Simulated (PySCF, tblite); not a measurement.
# C₃H₇O₄S radical: geometry, infrared bands and EPR parameters

What infrared bands and EPR parameters should C₃H₇O₄S radical (`[CH2]S(=O)(=O)OCOC`) show?

Computed with tblite 0.8.0 and PySCF 2.14.0, with density-fitted response routines of our own, on a single molecule in the gas phase. Atoms are numbered from 0 throughout.

### Step 1. The starting structure

15 atoms, charge 0, multiplicity 2; geometry from: force field or distance geometry start.

Bonds of the start (Å): C0–S1 1.77, S1–O2 1.52, S1–O3 1.51, S1–O4 1.66, O4–C5 1.38, C5–O6 1.38, O6–C7 1.42, C0–H8 1.09, C0–H9 1.09, C5–H10 1.10, C5–H11 1.12, C7–H12 1.08, C7–H13 1.12, C7–H14 1.10.

### Step 2. Optimising the geometry with GFN2-xTB

The job: settings as JSON, then the geometry in Å.

```
{"job": {"kind": "relax", "xc": "GFN2-xTB", "basis": "xTB"}, "charge": 0, "multiplicity": 2}
C     -2.376100     0.704800     0.965000
S     -1.853100    -0.459500    -0.261600
O     -1.249000    -1.642600     0.470100
O     -3.094900    -0.892000    -0.996200
O     -0.771400     0.219300    -1.323100
C      0.549000    -0.065500    -1.029400
O      0.932300     0.394200     0.219500
C      2.291800     0.080000     0.487200
H     -2.434300     1.711800     0.558700
H     -1.873400     0.617100     1.930300
H      0.815000    -1.135300    -1.089800
H      1.202200     0.458900    -1.780000
H      2.972000     0.518700    -0.227900
H      2.563200     0.513200     1.483000
H      2.322200    -1.015000     0.572400
```

The run is started by

```sh
OMP_NUM_THREADS=1 python probes_run.py task.json out
```

The driver reads the jobs from task.json and runs them one after another.

**Question.** This job is followed by: GFN2-xTB harmonic vibrations, gas phase; UKS B3LYP, pcH-1 on C H O S, non-relativistic, mean-field spin-orbit, GIAO. What will the session give for the following? strongest single infrared mode (GFN2-xTB); zero-point energy (GFN2-xTB); g(iso) (B3LYP); ⟨S²⟩; largest a(iso) (averaged by class); potential on the surface of density 0.002 e/bohr³, 1st and 99th percentile.

The runs gave:

| quantity | value |
| --- | --- |
| strongest single infrared mode (GFN2-xTB) | 1279 cm⁻¹, 464 km/mol |
| zero-point energy (GFN2-xTB) | 65.8 kcal/mol |
| g(iso) (B3LYP) | 2.00250 |
| ⟨S²⟩ | 0.754 (exact 0.75) |
| largest a(iso) (averaged by class) | 13C on C0, 106.1 MHz |
| potential on the surface of density 0.002 e/bohr³, 1st and 99th percentile | -1.62 V and 1.51 V |

**Reading.** Relaxing lowered the energy by 0.989 eV in 140 steps; the close pair that moved most is S1–O2, from 1.517 to 1.433 Å. All 39 modes are real, so the xTB geometry is a minimum. The strongest single mode, at 1279 cm⁻¹, moves mainly S1 and O3. GFN2-xTB is a fitted tight-binding method: band positions and strengths are rough. Its intensities can rank the bands wrongly. C0 carries the largest spin population, 0.98 e. The isotropic g lies 0.2 ppt above the free-electron value. These values are for one conformer; the search (at its own cheap level) found 2 more, at 0.15, 4.25 kcal/mol, and measured spectra average over such forms.
